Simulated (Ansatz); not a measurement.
# Nb3Sn: properties at the relaxed cell

An exercise on one series of results from a longer session: the logs are not shown, and one member is left open.

Program: Ansatz 0.2.0. Level of theory: DFT PBE, scalar-relativistic, plane waves, PAW. These are calculated values, not measurements.

### The starting structure

It takes space group Pm-3n (No. 223, cubic). Conventional cell: a = 5.319 Å, b = 5.319 Å, c = 5.319 Å, α = 90.00°, β = 90.00°, γ = 90.00°. Nb (site symmetry -4m2) has 2 Nb at 2.66 Å and 4 Sn at 2.97 Å as nearest neighbours. Sn (site symmetry m-3) is surrounded by 12 Nb at 2.97 Å.

As a file:

```cif
data_structure
_symmetry_space_group_name_H-M 'Pm-3n'
_symmetry_Int_Tables_number 223
_cell_length_a 5.3191
_cell_length_b 5.3191
_cell_length_c 5.3191
_cell_angle_alpha 90.000
_cell_angle_beta 90.000
_cell_angle_gamma 90.000
_cell_volume 150.50
loop_
_atom_site_label
_atom_site_type_symbol
_atom_site_symmetry_multiplicity
_atom_site_Wyckoff_symbol
_atom_site_fract_x
_atom_site_fract_y
_atom_site_fract_z
_atom_site_occupancy
Nb1 Nb 6 c 0.25000 0.00000 0.50000 1
Sn1 Sn 2 a 0.00000 0.00000 0.00000 1
```

It is the result of an earlier relaxation at this level (volume 18.81 Å³/atom; gap on the mesh: none (metal)).

Set-up of the first run:

input.yaml reads:

```yaml
crystal:
  lattice:
    - [5.3191375882, 0.0, 0.0]
    - [0.0, 5.3191375882, 0.0]
    - [0.0, 0.0, 5.3191375882]
  atoms:
    - { symbol: Nb, position: [0.25, 0.0, 0.5] }
    - { symbol: Nb, position: [0.5, 0.75, 0.0] }
    - { symbol: Nb, position: [0.75, 0.0, 0.5] }
    - { symbol: Nb, position: [0.5, 0.25, 0.0] }
    - { symbol: Nb, position: [0.0, 0.5, 0.75] }
    - { symbol: Nb, position: [0.0, 0.5, 0.25] }
    - { symbol: Sn, position: [0.0, 0.0, 0.0] }
    - { symbol: Sn, position: [0.5, 0.5, 0.5] }
basis:
  ecutwfc: 420
kpoints:
  mp_grid: { grid: [8, 8, 8] }
hamiltonian:
  xc: pbesol
scf:
  occupations: { method: gaussian, width: 0.1 }
output:
  forces: true
  stress: true
  eigenvalues: true
relax:
  adjacent_minimum: "off"
  f_tol: 0.005
  max_steps: 50
  cell: { stress_tol: 0.05 }
```

Run with:

```bash
ansatz run input.yaml --threads 2 --pin off --max-ram 5120MiB --backend cpu --events-out ev --progress --plain --runs-dir out
```

Among the steps run: The cell under PBEsol; The cell under PBE+D3(BJ); The cell under LDA; The cell under r2SCAN.

One of the session's tables, all rows but one given; the rest of the session is left out.

It belongs to the step «Relaxed cells side by side». 

| functional | a (Å) | b (Å) | c (Å) | volume (Å³/atom) |
| --- | --- | --- | --- | --- |
| PBE | 5.319 | 5.319 | 5.319 | 18.81 |
| PBEsol | ? | ? | ? | ? |
| PBE+D3(BJ) | 5.255 | 5.255 | 5.255 | 18.14 |
| LDA | 5.221 | 5.221 | 5.221 | 17.79 |
| r2SCAN | 5.304 | 5.304 | 5.304 | 18.65 |

Q: Estimate the row for PBEsol from the others.

The run gave: a (Å): 5.259; b (Å): 5.259; c (Å): 5.259; volume (Å³/atom): 18.18. In the column «a (Å)» it lies between PBE+D3(BJ) (5.255) and r2SCAN (5.304).
